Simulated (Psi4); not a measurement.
**AlClF2 (SMILES [F][Al]([F])[Cl]) at 4 levels**

We compute a comparison of 4 runs (HF/STO-3G, HF/3-21G, B3LYP/6-31G*, HSE06/def2-SVPD) of AlClF2. 

The calculation is run with Psi4 1.11.

## 1. The molecule

The species is AlClF2 (4 atoms), meant as a singlet with charge 0. SMILES: `[F][Al]([F])[Cl]`. One bond was lengthened or shortened from a relaxed shape.

Bond lengths: F1–Al2 1.875 Å, Al2–F3 1.631 Å, Al2–Cl4 2.061 Å. Angles: F1–Al2–F3 119.0°, F1–Al2–Cl4 120.5°, F3–Al2–Cl4 120.5°.

## 2. A single-point energy at HF/STO-3G (run 1)

job.py reads:

```python
import psi4

psi4.set_memory(2200000000)
psi4.set_num_threads(1)
psi4.core.set_output_file('output.dat', False)

molecule = psi4.geometry("""
F      2.14745831     1.58290074     2.48319272
Al     0.13092023    -0.09590360     0.10123263
F      0.51682120    -3.12526686    -0.31116230
Cl    -2.53219521     1.85724173    -1.96259396
units au
symmetry c1
""")

options = {'basis': 'STO-3G', 'reference': 'rhf', 'puream': True, 'e_convergence': 1e-09, 'd_convergence': 1e-08, 'scf_type': 'pk'}
psi4.set_options(options)

e, wfn = psi4.energy("hf", molecule=molecule, return_wfn=True)
print('E =', round(e, 9))
```

Run with:

```sh
$ python job.py
```

output.dat:

```text
[...]
  Running in c1 symmetry.
[...]
  Nuclear repulsion =  190.796850976286038
[...]
  Multiplicity = 1
[...]
  Nalpha       = 24
  Nbeta        = 24
[...]
    Number of basis functions: 28
[...]
   @RHF iter   1:  -889.61463448887935   -1.87440e+00   1.46688e-02 DIIS/ADIIS
[...]
   @RHF iter  11:  -889.80772167323721   -1.13687e-13   4.51529e-09 DIIS
[...]
    Orbital Energies [Eh]
    ---------------------
    Doubly Occupied:
       1A   -103.613136     2A    -57.917489     3A    -25.833414
       4A    -25.789226     5A    -10.309674     6A     -7.752845
       7A     -7.748545     8A     -7.748239     9A     -4.841875
      10A     -3.071745    11A     -3.070552    12A     -3.069783
      13A     -1.432118    14A     -1.367208    15A     -0.989279
      16A     -0.530978    17A     -0.472595    18A     -0.457417
      19A     -0.445248    20A     -0.403366    21A     -0.399315
      22A     -0.391497    23A     -0.387907    24A     -0.365115
[...]
  @RHF Final Energy:  -889.80772167323721
   => Energetics <=
    Nuclear Repulsion Energy =            190.7968509762860378
    One-Electron Energy =               -1624.3920138360786041
    Two-Electron Energy =                 543.7874411865552702
    Total Energy =                       -889.8077216732372108
[...]
 Multipole Moments:
 ------------------------------------------------------------------------------------
     Multipole            Electronic (a.u.)      Nuclear  (a.u.)        Total (a.u.)
 ------------------------------------------------------------------------------------
 L = 1.  Multiply by 2.5417464519 to convert [e a0] to [Debye]
 Dipole X            :          1.2527820           -0.8468487            0.4059333
 Dipole Y            :         -1.0342831            0.5700488           -0.4642344
 Dipole Z            :          0.9405723           -0.6696468            0.2709255
 Magnitude           :                                                    0.6735696
[...]
```

The script printed:

```text
E = -889.807721673
```

It took 5.7 s on 1 thread of Intel Xeon at 2.50GHz (Skylake/Cascade Lake), shared host; peak memory 0.18 GiB.

## 3. A single-point energy at HF/3-21G (run 2)

calc.in reads:

```
memory 2.2 GB

molecule system {
  F      1.136386     0.837635     1.314049
  Al     0.069280    -0.050750     0.053570
  F      0.273490    -1.653820    -0.164660
  Cl    -1.339980     0.982810    -1.038560
  units angstrom
  symmetry c1
}

set reference rhf
set puream true
set e_convergence 1e-09
set d_convergence 1e-08
set scf_type pk

e, wfn = energy('hf/3-21G', return_wfn=True)
oeprop(wfn, 'MULLIKEN_CHARGES', 'QUADRUPOLE', 'DIPOLE')
print_variables()
```

Run with:

```sh
$ psi4 -n 1 calc.in calc.out
```

calc.out:

```text
[...]
  Running in c1 symmetry.
[...]
  Nuclear repulsion =  190.796850735955047
[...]
  Multiplicity = 1
[...]
  Nalpha       = 24
  Nbeta        = 24
[...]
    Number of basis functions: 44
[...]
   @RHF iter   1:  -895.78206998148539   -1.09598e+00   1.15021e-02 ADIIS/DIIS
[...]
   @RHF iter  11:  -895.88619348326961   -2.84217e-12   7.19087e-09 DIIS
[...]
    Orbital Energies [Eh]
    ---------------------
    Doubly Occupied:
       1A   -104.131072     2A    -58.212458     3A    -26.150863
       4A    -26.100592     5A    -10.526766     6A     -7.989874
       7A     -7.986184     8A     -7.985938     9A     -5.010433
      10A     -3.317578    11A     -3.316618    12A     -3.313192
      13A     -1.564135    14A     -1.483460    15A     -1.131626
      16A     -0.690326    17A     -0.646473    18A     -0.641624
      19A     -0.606755    20A     -0.575555    21A     -0.575431
      22A     -0.546969    23A     -0.507876    24A     -0.503189
[...]
  @RHF Final Energy:  -895.88619348326961
   => Energetics <=
    Nuclear Repulsion Energy =            190.7968507359550472
    One-Electron Energy =               -1626.3361106873653625
    Two-Electron Energy =                 539.6530664681406506
    Total Energy =                       -895.8861934832696079
[...]
 Multipole Moments:
 ------------------------------------------------------------------------------------
     Multipole            Electronic (a.u.)      Nuclear  (a.u.)        Total (a.u.)
 ------------------------------------------------------------------------------------
 L = 1.  Multiply by 2.5417464519 to convert [e a0] to [Debye]
 Dipole X            :          0.8039608           -0.8468487           -0.0428878
 Dipole Y            :         -0.7762618            0.5700488           -0.2062130
 Dipole Z            :          0.5741263           -0.6696468           -0.0955205
 Magnitude           :                                                    0.2312733
 L = 2.  Multiply by 1.3450342976 to convert [e a0^2] to [Debye ang]
 Quadrupole XX       :       -174.3332626          146.8666265          -27.4666361
 Quadrupole XY       :         59.2126577          -58.1164992            1.0961584
[...]
  Mulliken Charges: (a.u.)
   Center  Symbol    Alpha    Beta     Spin     Total
       1     F     4.75577  4.75577  0.00000 -0.51155
       2    AL     5.73213  5.73213  0.00000  1.53575
       3     F     4.76782  4.76782  0.00000 -0.53563
       4    CL     8.74428  8.74428  0.00000 -0.48857
   Total alpha = 24.00000, Total beta = 24.00000, Total charge = -0.00000
  Variable Map:
  ----------------------------------------------------------------------------
  "CURRENT ENERGY"           =>    -895.886193483270
  "CURRENT REFERENCE ENERGY" =>    -895.886193483270
[...]
```

Run time: 4.5 s. Hardware: 1 thread of Intel Xeon at 2.50GHz (Skylake/Cascade Lake), shared host; peak memory 0.18 GiB.

## 4. Energy and forces at B3LYP/6-31G(d) (Cartesian functions) (run 3)

input.in reads:

```
memory 2.2 GB

molecule {
  0 1
  F      1.136386     0.837635     1.314049
  Al     0.069280    -0.050750     0.053570
  F      0.273490    -1.653820    -0.164660
  Cl    -1.339980     0.982810    -1.038560
  symmetry c1
}

set globals {
  basis 6-31G*
  puream false
  e_convergence 1e-09
  d_convergence 1e-08
  scf_type pk
  dft_radial_points 99
  dft_spherical_points 590
}

energy_value, wavefunction = gradient('b3lyp', return_wfn=True)
print_variables()
```

Run with:

```sh
$ psi4 input.in input.out -n 1
```

input.out:

```text
[...]
  Running in c1 symmetry.
[...]
  Nuclear repulsion =  190.796850735955047
[...]
  Multiplicity = 1
[...]
  Nalpha       = 24
  Nbeta        = 24
[...]
    Number of basis functions: 68
[...]
   @RKS iter   1:  -902.35326671122471   -5.70178e-01   9.55141e-03 DIIS/ADIIS
[...]
   @RKS iter  11:  -902.50340125220566   -1.25056e-12   2.73250e-09 DIIS
[...]
    Orbital Energies [Eh]
    ---------------------
    Doubly Occupied:
       1A   -101.566105     2A    -56.151921     3A    -24.700610
       4A    -24.660628     5A     -9.484912     6A     -7.245405
       7A     -7.240859     8A     -7.240083     9A     -4.232079
      10A     -2.789531    11A     -2.784287    12A     -2.782690
      13A     -1.175723    14A     -1.108089    15A     -0.846864
      16A     -0.496786    17A     -0.441440    18A     -0.436978
      19A     -0.436619    20A     -0.403978    21A     -0.376814
      22A     -0.374996    23A     -0.362840    24A     -0.354677
[...]
  @RKS Final Energy:  -902.50340125220566
   => Energetics <=
    Nuclear Repulsion Energy =            190.7968507359550472
    One-Electron Energy =               -1632.1219940366113406
    Two-Electron Energy =                 593.6246981835724910
    DFT Exchange-Correlation Energy =     -54.8029561351218817
    Empirical Dispersion Energy =           0.0000000000000000
    VV10 Nonlocal Energy =                  0.0000000000000000
    Total Energy =                       -902.5034012522056628
[...]
 Multipole Moments:
 ------------------------------------------------------------------------------------
     Multipole            Electronic (a.u.)      Nuclear  (a.u.)        Total (a.u.)
 ------------------------------------------------------------------------------------
 L = 1.  Multiply by 2.5417464519 to convert [e a0] to [Debye]
 Dipole X            :          0.6124055           -0.8468487           -0.2344431
 Dipole Y            :         -0.6788950            0.5700488           -0.1088462
 Dipole Z            :          0.4146479           -0.6696468           -0.2549989
 Magnitude           :                                                    0.3630916
[...]
  -Total Gradient:
     Atom            X                  Y                   Z
    ------   -----------------  -----------------  -----------------
       1        0.047909131715     0.040604359854     0.056782824338
       2       -0.049183002509    -0.041416977100    -0.058232600613
       3       -0.002057026159     0.004522573379    -0.000807397714
       4        0.003390324492    -0.003695133099     0.002319062507
[...]
```

It took 23 s on 1 thread of Intel Xeon at 2.50GHz (Skylake/Cascade Lake), shared host; peak memory 0.59 GiB.

## 5. Energy and forces at HSE06/def2-SVPD (run 4)

alclf2.xyz reads:

```xyz
4
AlClF2
F      1.136386     0.837635     1.314049
Al     0.069280    -0.050750     0.053570
F      0.273490    -1.653820    -0.164660
Cl    -1.339980     0.982810    -1.038560
```

alclf2.py reads:

```python
import psi4

psi4.set_memory('2200 MB')
psi4.set_num_threads(1)
psi4.set_output_file('alclf2.out', False)

with open('alclf2.xyz') as f:
    atoms = ''.join(f.readlines()[2:])
molecule = psi4.geometry('0 1\n' + atoms + 'symmetry c1\nno_reorient\nno_com')

options = {'reference': 'rks', 'puream': True, 'e_convergence': 1e-09, 'd_convergence': 1e-08, 'scf_type': 'pk', 'dft_radial_points': 99, 'dft_spherical_points': 590}
psi4.set_options(options)

e_tot, wfn = psi4.gradient('hse06/def2-SVPD', molecule=molecule, return_wfn=True)
print('gradient / Eh bohr^-1')
print(e_tot.np.round(6))
print(f'energy = {wfn.energy():.10f} Eh')
```

Run with:

```sh
$ python alclf2.py
```

alclf2.out:

```text
[...]
  Running in c1 symmetry.
[...]
  Nuclear repulsion =  190.796850735955047
[...]
  Multiplicity = 1
[...]
  Nalpha       = 24
  Nbeta        = 24
[...]
    Number of basis functions: 97
[...]
   @RKS iter   1:  -901.59335908450339   -4.95538e-01   6.95878e-03 ADIIS/DIIS
[...]
   @RKS iter  11:  -901.75769899421471   -5.22959e-12   1.87031e-09 DIIS
[...]
    Orbital Energies [Eh]
    ---------------------
    Doubly Occupied:
       1A   -101.710603     2A    -56.271371     3A    -24.776352
       4A    -24.740786     5A     -9.553701     6A     -7.289966
       7A     -7.285469     8A     -7.284706     9A     -4.283315
      10A     -2.820654    11A     -2.815718    12A     -2.814156
      13A     -1.186547    14A     -1.121108    15A     -0.860831
      16A     -0.512999    17A     -0.459217    18A     -0.456551
      19A     -0.453660    20A     -0.420644    21A     -0.399806
      22A     -0.396459    23A     -0.372093    24A     -0.364264
[...]
  @RKS Final Energy:  -901.75769899421471
   => Energetics <=
    Nuclear Repulsion Energy =            190.7968507359550472
    One-Electron Energy =               -1630.8289968145131752
    Two-Electron Energy =                 590.0209692822874104
    DFT Exchange-Correlation Energy =     -51.7465221979440315
    Empirical Dispersion Energy =           0.0000000000000000
    VV10 Nonlocal Energy =                  0.0000000000000000
    Total Energy =                       -901.7576989942147065
[...]
 Multipole Moments:
 ------------------------------------------------------------------------------------
     Multipole            Electronic (a.u.)      Nuclear  (a.u.)        Total (a.u.)
 ------------------------------------------------------------------------------------
 L = 1.  Multiply by 2.5417464519 to convert [e a0] to [Debye]
 Dipole X            :         16.9778574          -17.3668401           -0.3889827
 Dipole Y            :        -16.4996728           16.4450676           -0.0546052
 Dipole Z            :         12.1096756          -12.4997994           -0.3901238
 Magnitude           :                                                    0.5536116
[...]
  -Total Gradient:
     Atom            X                  Y                   Z
    ------   -----------------  -----------------  -----------------
       1        0.042683466366     0.035791679668     0.050490638283
       2       -0.041820795585    -0.047046775818    -0.052584474338
       3       -0.003068111065     0.014252576493     0.000737978103
       4        0.002260055286    -0.002962891277     0.001418240637
[...]
```

The script printed:

```text
gradient / Eh bohr^-1
[[ 0.042683  0.035792  0.050491]
 [-0.041821 -0.047047 -0.052584]
 [-0.003068  0.014253  0.000738]
 [ 0.00226  -0.002963  0.001418]]
energy = -901.7576989942 Eh
```

Wall time 71 s (1 thread of Intel Xeon at 2.50GHz (Skylake/Cascade Lake), shared host); peak memory 0.98 GiB.

## 6. All runs side by side

```csv
run,level,task,Cartesian functions,energy (Eh),dipole moment (D),HOMO energy (eV),LUMO energy (eV),wall time
1,HF/STO-3G,energy,no,-889.807722,1.71,-9.94,7.74,5.7 s
2,HF/3-21G,energy,no,-895.886193,0.59,-13.69,1.33,4.5 s
3,B3LYP/6-31G* (Cartesian functions),gradient,yes,-902.503401,0.92,-9.65,-2.10,23 s
4,HSE06/def2-SVPD,gradient,no,-901.757699,1.41,-9.91,-2.52,71 s
```

## 7. Summary of results

```
                       quantity          value
            run 4: total energy  -901.75770 Eh
           run 4: dipole moment         1.41 D
             run 4: HOMO energy       -9.91 eV
             run 4: LUMO energy       -2.52 eV
           run 4: HOMO–LUMO gap        7.39 eV
run 4: largest force on an atom     4.218 eV/Å
```

**Reading.** The dipole moment (its size) runs from 0.59 D (HF/3-21G) to 1.71 D (HF/STO-3G). The HOMO–LUMO gap runs from 7.39 eV (HSE06/def2-SVPD) to 17.68 eV (HF/STO-3G). The two ends differ in method and basis. Totals of different functionals can't be ranked against each other. In run 1 the basis is minimal, so the values are rough. All runs together took 1.7 min, the longest 71 s.
